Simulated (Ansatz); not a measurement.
# SiF₃ radical: geometry and frequencies at several levels

One table from this session's results is given with a row withheld; the runs are named, their logs left out.

Method: the levels named in each step, in Ansatz 0.2.0.

## The starting structure

Bond lengths: F1–Si2 1.591 Å, Si2–F3 1.591 Å, Si2–F4 1.591 Å. Angles: F1–Si2–F3 104.4°, F1–Si2–F4 104.4°, F3–Si2–F4 104.4°.

As a file:

```xyz
4

F     1.4499   -0.0260   -0.2248
Si    0.0030    0.0025    0.4356
F    -0.7058    1.2682   -0.2170
F    -0.7486   -1.2459   -0.2022
```

The first run:

input.yaml

```yaml
crystal:
  periodic: [false, false, false]
  atoms:
    - { symbol: F, position_ang: [1.44994, -0.02595, -0.22476] }
    - { symbol: Si, position_ang: [0.00302, 0.00253, 0.43565] }
    - { symbol: F, position_ang: [-0.70581, 1.26816, -0.21705] }
    - { symbol: F, position_ang: [-0.74859, -1.24589, -0.20221] }
magnetization:
  spin_polarized: true
  initial_magnetization: 1
basis:
  gaussian: { orbitals: def2-SVP }
hamiltonian:
  xc: pbe
  dispersion: d4
relax:
  f_tol: 0.03
  max_steps: 200
```

Launch:

```console
$ ansatz run input.yaml --threads 2 --pin off --max-ram 5120MiB --backend cpu --events-out ev --progress --plain --runs-dir out
```

Among the steps run: A rough first relaxation, PBE-D4/def2-SVP; Relaxation, PBE0-D4/def2-TZVPP; Frequencies, PBE0-D4/def2-TZVPP; Relaxation, PBE-D4/def2-TZVPP; Frequencies, PBE-D4/def2-TZVPP; Relaxation, r2SCAN-D4/def2-TZVPP; Frequencies, r2SCAN-D4/def2-TZVPP; Relaxation, B3LYP-D4/def2-TZVPP; Frequencies, B3LYP-D4/def2-TZVPP; Relaxation, B2PLYP/def2-TZVPP.

One of the session's tables, all rows but one given; the rest of the session is left out.

It belongs to the step «Geometries side by side». 

```
               level  F1–Si2 (Å)  Si2–F3 (Å)  Si2–F4 (Å)  dipole (D)  highest frequency (cm⁻¹)
  PBE0-D4/def2-TZVPP      1.5811      1.5811      1.5811        1.15                       961
   PBE-D4/def2-TZVPP           ?           ?           ?           ?                         ?
r2SCAN-D4/def2-TZVPP      1.5835      1.5835      1.5835        1.10                       956
 B3LYP-D4/def2-TZVPP      1.5882      1.5882      1.5882        1.22                       941
   B2PLYP/def2-TZVPP      1.5848      1.5848      1.5848        1.19                         -
```

**Question.** Estimate the row for PBE-D4/def2-TZVPP.

The run gave: F1–Si2 (Å): 1.6023; Si2–F3 (Å): 1.6023; Si2–F4 (Å): 1.6023; dipole (D): 1.08; highest frequency (cm⁻¹): 909. In the column «F1–Si2 (Å)» it is the highest.
